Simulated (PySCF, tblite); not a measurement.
# C₅H₁₄SSi₂: geometry, infrared bands and NMR shifts

Wanted: the infrared bands and NMR shifts of C₅H₁₄SSi₂ (`C=C[C@@H](CC)[SiH2]S[SiH3]`), by calculation.

Computed with tblite 0.8.0 and PySCF 2.14.0, with density-fitted response routines of our own, on a single molecule in the gas phase. Atoms are numbered from 0 throughout.

## (1) The molecule as given

22 atoms, charge 0, multiplicity 1; geometry from: force field or distance geometry start.

Bonds of the start (Å): C0–C1 1.33, C1–C2 1.53, C2–C3 1.55, C3–C4 1.53, C2–Si5 1.91, Si5–S6 2.15, S6–Si7 2.14, C0–H8 1.09, C0–H9 1.09, C1–H10 1.08, C2–H11 1.10, C3–H12 1.11, C3–H13 1.09, C4–H14 1.09, C4–H15 1.10, C4–H16 1.10, Si5–H17 1.49, Si5–H18 1.49, Si7–H19 1.49, Si7–H20 1.48, Si7–H21 1.48.

## (2) Relaxing the molecule with GFN2-xTB

Job settings and geometry (Å):

```
{"job": {"kind": "relax", "xc": "GFN2-xTB", "basis": "xTB"}, "charge": 0, "multiplicity": 1}
C     -1.113400     2.668700     0.449800
C     -0.730900     1.573200    -0.208800
C     -0.564500     0.201500     0.455500
C     -1.536900    -0.821200    -0.189200
C     -3.008300    -0.493000     0.044000
Si     1.252800    -0.394000     0.454500
S      1.949400    -0.617300    -1.562800
Si     3.932100    -1.199300    -1.001200
H     -1.216500     3.614000    -0.073300
H     -1.364200     2.659600     1.514000
H     -0.516800     1.638200    -1.268400
H     -0.834600     0.284200     1.518800
H     -1.356900    -1.819100     0.262700
H     -1.346200    -0.922200    -1.261300
H     -3.641100    -1.283100    -0.361600
H     -3.234400    -0.384100     1.114900
H     -3.286300     0.439700    -0.468000
H      1.341300    -1.711500     1.145800
H      2.113700     0.594800     1.171100
H      3.875200    -2.442400    -0.186600
H      4.703400    -1.457300    -2.235000
H      4.572500    -0.110200    -0.235800
```

Started as:

```
$ OMP_NUM_THREADS=1 python probes_run.py task.json out
```

This one command runs all jobs of the session in turn.

**Question.** This job is followed by: GFN2-xTB harmonic vibrations, gas phase; GIAO PBE0/pcSseg-1 NMR shielding, non-relativistic, gas phase. What will the session give for the following? strongest single infrared mode (GFN2-xTB); zero-point energy (GFN2-xTB); ¹³C shifts against TMS (PBE0/pcSseg-1); ¹H shifts against TMS (PBE0/pcSseg-1, means over atoms taken as alike); ²⁹Si shifts against TMS (PBE0/pcSseg-1); ³³S shifts against CS2 (PBE0/pcSseg-1).

**Answer**, as computed:

```
                                                              quantity                                                           value
                             strongest single infrared mode (GFN2-xTB)                                            791 cm⁻¹, 435 km/mol
                                          zero-point energy (GFN2-xTB)                                                  105.5 kcal/mol
                                ¹³C shifts against TMS (PBE0/pcSseg-1)                              148.7, 121.5, 39.2, 26.7, 17.1 ppm
¹H shifts against TMS (PBE0/pcSseg-1, means over atoms taken as alike)  6.12, 5.43, 5.37, 4.89, 4.68, 4.64, 1.80, 1.79, 1.57, 1.07 ppm
                               ²⁹Si shifts against TMS (PBE0/pcSseg-1)                                                -14.7, -58.1 ppm
                                ³³S shifts against CS2 (PBE0/pcSseg-1)                                                        -351 ppm
```

What this shows: Over 92 steps the energy fell by 0.182 eV; of the close pairs, C1–C2 changed most, 1.533 to 1.492 Å. No mode is imaginary among the 60: a minimum at this level. Unscaled tight-binding wavenumbers are off by several per cent, some by more. Its intensities can rank the bands wrongly. C1 (alkene CH) lies farthest downfield among carbon, at 148.7 ppm; as expected for a trigonal carbon in a double bond. The most deshielded hydrogen is H10 (hydrogen on an alkene CH), at 6.12 ppm: a vinylic proton, deshielded by the sp2 carbon and the C=C anisotropy. At PBE0/pcSseg-1: Shielding is most anisotropic at C1 (span 234 ppm, paramagnetic term -220 ppm).
